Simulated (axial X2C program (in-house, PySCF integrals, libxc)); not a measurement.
# HYbH⁺: Ω levels from open-shell CI on f13 s0

Aim: the spin–orbit levels of HYbH⁺ that arise from the configuration f13 s0 of Yb, and how they move with the bond.

Program: an in-house X2C program for linear molecules on PySCF integrals. Level of theory: two-component X2C, average-of-configuration Hartree–Fock and CI in the open shells. These are calculated values, not measurements.

All values are calculated.

**1. Input**

File task.json:

```json
{"zs": [1, 70, 1], "q": 1, "bas": ["dyall-v3z", "dyall-v3z", "dyall-v3z"], "r0": 2.02, "metal": 1, "shells": [[3, [0, 1, 2, 3], 13], [0, [0], 0]], "fix": 0, "emax": 2.2, "nroots": 4}
```

Keys: zs atomic numbers; q charge; bas basis sets; r0 starting distance in Å; metal index of the metal atom; shells open shells as [l, |m| values, electrons]; fix electron count of the first shell held; emax energy window in eV; nroots roots for each Ω.

Run with:

```
$ python soci.py task.json out
```

Two-component X2C with atomic mean-field Coulomb and Gaunt terms, basis H dyall-v3z, Yb dyall-v3z (cores contracted in-house). Orbitals come from Hartree–Fock averaged over the configuration Yb f13 s0; CI then distributes these electrons over the f, s shells of Yb.

**2. CI at H–Yb–H held linear, both bonds 1.992 Å**

What does the calculation give? Wanted: lowest level of the model; next level; lowest curve, Re and ωe.

**Answer**, as computed:

| quantity | value |
| --- | --- |
| lowest level of the model | Ω = 1/2, g∥ = 1.23, 100% f13 |
| next level | Ω = 3/2, 771 cm⁻¹ higher |
| lowest curve, Re and ωe | 1.985 Å, 1691.4 cm⁻¹ |

In words: In the lowest level ⟨Sz⟩ = 0.11 and ⟨Lz⟩ = 0.39; its leading determinant has weight 1.00 among 67. The 4 lowest levels are the Ω components of the Hund's-rule level 2F7/2 of f13 (free-ion gJ = 1.143), split by the axial field over 2936 cm⁻¹. From 1.992 to 2.151 Å the gap from the lowest to the fifth level goes from 10232 to 10189 cm⁻¹. Without dynamic correlation distances can be off by several hundredths of an Å, and the wavenumbers are rough. Dynamic correlation is missing, so gaps between terms are too wide and other configurations may lie lower; the lowest level listed is that of this model, not necessarily the ground state. At most 4 roots were kept for each Ω > 0 (twice that for Ω = 0) within 2.2 eV of the lowest, so higher up levels can be missing between those listed; levels with Ω > 0 are doubly degenerate and listed once, Ω = 0 levels singly. States that fill the shells left empty in the average are placed too high. The molecule was held linear; bending was not examined.
